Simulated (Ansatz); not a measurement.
Ba2Tl5V3O12:

```
Ba V Tl O
1.0
     9.93665    0.00000    0.00000
     0.00000    9.93665    0.00000
     0.00000    0.00000    6.65552
Ba V Tl O
2 3 5 12
Direct
  0.00000 0.50000 0.00000
  0.50000 0.00000 0.00000
  0.50000 0.50000 0.00000
  0.50000 0.00000 0.50000
  0.00000 0.50000 0.50000
  0.00000 0.00000 0.50000
  0.67321 0.32679 0.46014
  0.32679 0.67321 0.46014
  0.67321 0.67321 0.53986
  0.32679 0.32679 0.53986
  0.39848 0.60152 0.14652
  0.60152 0.39848 0.14652
  0.60152 0.60152 0.85348
  0.39848 0.39848 0.85348
  0.59959 0.09072 0.33579
  0.40041 0.09072 0.66421
  0.59959 0.90928 0.66421
  0.40041 0.90928 0.33579
  0.09072 0.59959 0.33579
  0.09072 0.40041 0.66421
  0.90928 0.59959 0.66421
  0.90928 0.40041 0.33579
```

The cell was built by a generator and needn't be a form met in nature.

Base run:

* Program: Ansatz 0.2.0
* Functional: PBE
* Potentials or basis: Ansatz PAW
* Cutoff: 420 eV
* Density cutoff: 1680 eV
* k mesh: 3 × 3 × 4
* Occupations: fermi-dirac, width 0.05 eV
* Spin: collinear spin, ferromagnetic start
* Starting moments: [0.0, 0.0, 2.0, 2.0, 2.0, 0.0, 0.0, 0.0, 0.0, 0.0, 0.0, 0.0, 0.0, 0.0, 0.0, 0.0, 0.0, 0.0, 0.0, 0.0, 0.0, 0.0] μB
* Hubbard terms: V d U = 2 eV

Its results: band gap on the k mesh 0.51 eV, indirect (least direct gap 0.64 eV); pressure 0.1 GPa; net moment 0.00 μB per cell; largest force 0.063 eV/Å.

After a change of settings the same cell gave: band gap on the k mesh 0.46 eV, indirect (least direct gap 0.59 eV); pressure 1.6 GPa; net moment 0.00 μB per cell; largest force 0.253 eV/Å. Which change was it?
A. functional from PBE to BLYP; hubbard terms from V d U = 2 eV to none; hubbard projectors from ortho-atomic (the default) to none
B. potentials or basis from Ansatz PAW to SPMS NC; cutoff from 420 eV to 1034 eV; density cutoff from 1680 eV to 4136 eV; hubbard terms from V d U = 2 eV to none; hubbard projectors from ortho-atomic (the default) to none
C. potentials or basis from Ansatz PAW to PseudoDojo standard (PBE files); cutoff from 420 eV to 1143 eV; density cutoff from 1680 eV to 4572 eV; hubbard terms from V d U = 2 eV to none; hubbard projectors from ortho-atomic (the default) to none
D. potentials or basis from Ansatz PAW to Ansatz NC; cutoff from 420 eV to 1240 eV; density cutoff from 1680 eV to 4960 eV; hubbard terms from V d U = 2 eV to none; hubbard projectors from ortho-atomic (the default) to none

A.

Caveats: spin-orbit coupling is left out, which as a rule narrows the gap of such compounds by several tenths of an eV; the magnetic or orbital state may not be the lowest (some runs); odd divisions of the mesh miss points on the zone boundary, where band edges often lie, so the gap on the mesh can be too wide (some runs); the density of states is complete only up to the lowest level of the last band computed (some runs); the potentials were made for another functional, which shifts forces and pressure (some runs); the PAW data sets come from PBE, with cores solved anew for the run's functional, which leaves a small shift of forces and pressure (some runs).

Not every run made on this cell is shown here.
